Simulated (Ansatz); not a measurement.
# Cl5FH2OW: the cost of one run

Program: Ansatz 0.2.0. Level of theory: RHF/def2-SVP. These are calculated values, not measurements.

### Step 1. Starting point

Bond lengths: W1–Cl2 2.740 Å, W1–Cl3 2.390 Å, W1–O4 1.940 Å, O4–H5 1.010 Å, W1–Cl6 2.390 Å, W1–Cl7 2.390 Å, W1–Cl8 2.390 Å, W1–F9 2.150 Å, Cl3–F9 1.898 Å, Cl7–F9 1.810 Å. Angles (14 of 27 angles, heavy atoms first): Cl2–W1–Cl3 90.0°, Cl2–W1–O4 90.0°, Cl2–W1–Cl6 90.0°, Cl2–W1–Cl7 90.0°, Cl2–W1–Cl8 180.0°, Cl2–W1–F9 71.6°, Cl3–W1–O4 90.0°, Cl3–W1–Cl6 180.0°, Cl3–W1–Cl7 90.0°, Cl3–W1–Cl8 90.0°, Cl3–W1–F9 49.1°, O4–W1–Cl6 90.0°, O4–W1–Cl7 180.0°, O4–W1–Cl8 90.0°.

Structure file:

```xyz
10

W     0.0000    0.0000    0.0000
Cl    0.0000    0.0000    2.7400
Cl    2.3900    0.0000    0.0000
O     0.0000    1.9400    0.0000
H    -0.6343    2.2771   -0.7100
Cl   -2.3900    0.0000    0.0000
Cl    0.0000   -2.3900    0.0000
Cl    0.0000    0.0000   -2.3900
F     1.4082   -1.4764    0.6779
H     1.0380   -1.0883    1.8560
```

### Step 2. Pulling towards end A

Springs on the bonds that form and break draw the guess towards this end; the thresholds are loose.

File input.yaml:

```yaml
crystal:
  periodic: [false, false, false]
  atoms:
    - { symbol: W, position_ang: [0.0, 0.0, 0.0] }
    - { symbol: Cl, position_ang: [0.0, 0.0, 2.74] }
    - { symbol: Cl, position_ang: [2.39, 0.0, 0.0] }
    - { symbol: O, position_ang: [0.0, 1.94, 0.0] }
    - { symbol: H, position_ang: [-0.6343, 2.2771, -0.71] }
    - { symbol: Cl, position_ang: [-2.39, 0.0, 0.0] }
    - { symbol: Cl, position_ang: [0.0, -2.39, 0.0] }
    - { symbol: Cl, position_ang: [0.0, 0.0, -2.39] }
    - { symbol: F, position_ang: [1.4082, -1.4764, 0.6779] }
    - { symbol: H, position_ang: [1.038, -1.0883, 1.856] }
basis:
  gaussian: { orbitals: def2-SVP }
hamiltonian:
  xc: hf
relax:
  f_tol: 0.15
  max_steps: 25
  restrain:
    - { distance: [0, 8], at: 3.05, k: 30.0 }
    - { distance: [9, 1], at: 2.57, k: 30.0 }
    - { distance: [0, 1], at: 2.39, k: 30.0 }
    - { distance: [9, 8], at: 0.92, k: 30.0 }
```

Launch:

```sh
> ansatz run input.yaml --threads 4 --pin off --max-ram 5120MiB --backend cpu --events-out ev --progress --plain --runs-dir out
```

Q: Estimate wall time and peak memory on 4 threads of Arm Neoverse V2, shared host.

About 64 s, with a peak of 0.58 GiB.
